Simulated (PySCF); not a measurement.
# Ways to converge the SCF of IORu (quartet)

Aim: find out which solver settings change the answer for IORu (quartet).

The runs use PySCF 2.14.0; each script names its method and basis.

4 further runs of the same task are left out: 1 for a known fault of the program, 3 that didn't finish.

## (1) Where the work starts

IORu (quartet): 3 atoms, charge 0, spin multiplicity 4.

Bond lengths: Ru1–O2 1.669 Å, Ru1–I3 2.559 Å. Angles: O2–Ru1–I3 118.9°.

## (2) The base run

The input, input.py:

```python
from pyscf import gto, scf, mp

mol = gto.M(
    atom='Ru -1.0308 0 -0.7541; O -2.4871 0 0.0613; I 1.1418 0 0.5981',
    basis='lanl2dz',
    ecp={'Ru': 'lanl2dz', 'I': 'lanl2dz'},
    charge=0,
    spin=3,
    verbose=4,
)
mf = scf.UHF(mol)
mf = mf.newton()
mf.kernel()
mp.MP2(mf, frozen=1).kernel()
mf.dip_moment()
print('orbital energies (hartree):', [e[max(0, n-3):n+3].round(4) for e, n in zip(mf.mo_energy, mol.nelec)])
```

Started as:

```
$ OMP_NUM_THREADS=1 python input.py
```

Its log is not repeated here.

In short: E(SCF) = -179.077161 Eh, 6 macro-iterations, E(MP2) − E(SCF) = -0.20996 Eh, ⟨S²⟩ = 4.509, μ = 4.82 D (of the SCF density).

⟨S²⟩ = 4.51 against 3.75 for a pure state: the determinant is spin-contaminated. No search for the lowest state was made; open d or f shells can end in a higher solution. The quartet is typed in the script; nothing here shows that it is the ground state.

## (3) Convergence threshold 1e-11 hartree

Edit 1 changes convergence threshold: default → 1e-11 hartree.

The input, input.py:

```python
from pyscf import gto, scf, mp

mol = gto.M(
    atom='Ru -1.0308 0 -0.7541; O -2.4871 0 0.0613; I 1.1418 0 0.5981',
    basis='lanl2dz',
    ecp={'Ru': 'lanl2dz', 'I': 'lanl2dz'},
    charge=0,
    spin=3,
    verbose=4,
)
mf = scf.UHF(mol)
mf.conv_tol = 1e-11
mf = mf.newton()
mf.kernel()
mp.MP2(mf, frozen=1).kernel()
mf.dip_moment()
print('orbital energies (hartree):', [e[max(0, n-3):n+3].round(4) for e, n in zip(mf.mo_energy, mol.nelec)])
```

Started as:

```
$ OMP_NUM_THREADS=1 python input.py
```

## (4) Cycle limit 200

Edit 2 changes cycle limit: 50 → 200.

input.py, as its differences from that of step 2:

```diff
@@ -11,2 +11,3 @@
 mf = scf.UHF(mol)
+mf.max_cycle = 200
 mf = mf.newton()
```

**Question.** What will these runs give? Wanted: for each run, E(SCF); from base; gap, α spin; SCF dipole; after the SCF.

The runs gave:

| run | E(SCF) (hartree) | from base (eV) | cycles | gap, α spin (eV) | SCF dipole (D) | after the SCF |
| --- | --- | --- | --- | --- | --- | --- |
| base | -179.077161 | 0 | 6 macro | 9.31 | 4.82 | MP2 correlation -5.713 eV, core frozen |
| convergence threshold 1e-11 hartree | -179.077161 | 0.0000 | 6 macro | 9.31 | 4.82 | MP2 correlation -5.713 eV, core frozen |
| cycle limit 200 | -179.077161 | 0.0000 | 6 macro | 9.31 | 4.82 | MP2 correlation -5.713 eV, core frozen |

Distance from each run's final energy (log10 hartree) by cycle:

| run | cycle 1 | cycle 2 | cycle 3 | cycle 5 | cycle 8 | cycle 12 |
| --- | --- | --- | --- | --- | --- | --- |
| base | 0.3 | -0.1 | -0.8 | < -11 | done | done |
| convergence threshold 1e-11 hartree | 0.3 | -0.1 | -0.8 | < -11 | done | done |
| cycle limit 200 | 0.3 | -0.1 | -0.8 | < -11 | done | done |

The SCF energy stays the same, to the digits that matter, with convergence threshold 1e-11 hartree or cycle limit 200.
